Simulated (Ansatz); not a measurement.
# Ag: the cost of one run

Method: DFT PBE, scalar-relativistic, plane waves, PAW, in Ansatz 0.2.0.

1 further run of the same task is left out (it didn't finish).

### Step 1. Starting point

The structure is cubic, space group Fm-3m (No. 225). The conventional cell has a = 4.086 Å, b = 4.086 Å, c = 4.086 Å, α = 90.00°, β = 90.00°, γ = 90.00°. Around Ag (site symmetry m-3m) lie 12 Ag at 2.89 Å.

Coordinates:

```cif
data_structure
_symmetry_space_group_name_H-M 'Fm-3m'
_symmetry_Int_Tables_number 225
_cell_length_a 4.0862
_cell_length_b 4.0862
_cell_length_c 4.0862
_cell_angle_alpha 90.000
_cell_angle_beta 90.000
_cell_angle_gamma 90.000
_cell_volume 68.23
loop_
_atom_site_label
_atom_site_type_symbol
_atom_site_symmetry_multiplicity
_atom_site_Wyckoff_symbol
_atom_site_fract_x
_atom_site_fract_y
_atom_site_fract_z
_atom_site_occupancy
Ag1 Ag 4 a 0.00000 0.00000 0.00000 1
```

The cell is taken as given, not relaxed at this level.

### Step 2. The reference: the undisturbed cell on the scan's mesh

Contents of input.yaml:

```yaml
crystal:
  lattice:
    - [2.0431, -2.0431, 0.0]
    - [2.0431, 0.0, -2.0431]
    - [8.1724, 8.1724, 8.1724]
  atoms:
    - { symbol: Ag, position: [0.6666666667, 0.6666666667, 0.1666666667] }
    - { symbol: Ag, position: [0.0, 0.0, 0.0] }
    - { symbol: Ag, position: [0.3333333333, 0.3333333333, 0.3333333333] }
    - { symbol: Ag, position: [0.6666666667, 0.6666666667, 0.6666666667] }
    - { symbol: Ag, position: [0.0, 0.0, 0.5] }
    - { symbol: Ag, position: [0.3333333333, 0.3333333333, 0.8333333333] }
basis:
  ecutwfc: 420
kpoints:
  mp_grid: { grid: [18, 18, 4] }
hamiltonian:
  xc: pbe
scf:
  occupations: { method: gaussian, width: 0.15 }
output:
  forces: true
  stress: true
  eigenvalues: true
  write_density: true
  write_potential: true
  elf: true
  volumetric_format: npy
```

Started as:

```sh
$ ansatz run input.yaml --threads 2 --pin off --max-ram 5120MiB --backend cpu --events-out ev --progress --plain --runs-dir out
```

**Question.** How long does this run take on 2 threads of Intel Xeon 6975P-C (Granite Rapids), shared host, and how much memory does it need?

About 13 s, with a peak of 0.88 GiB.
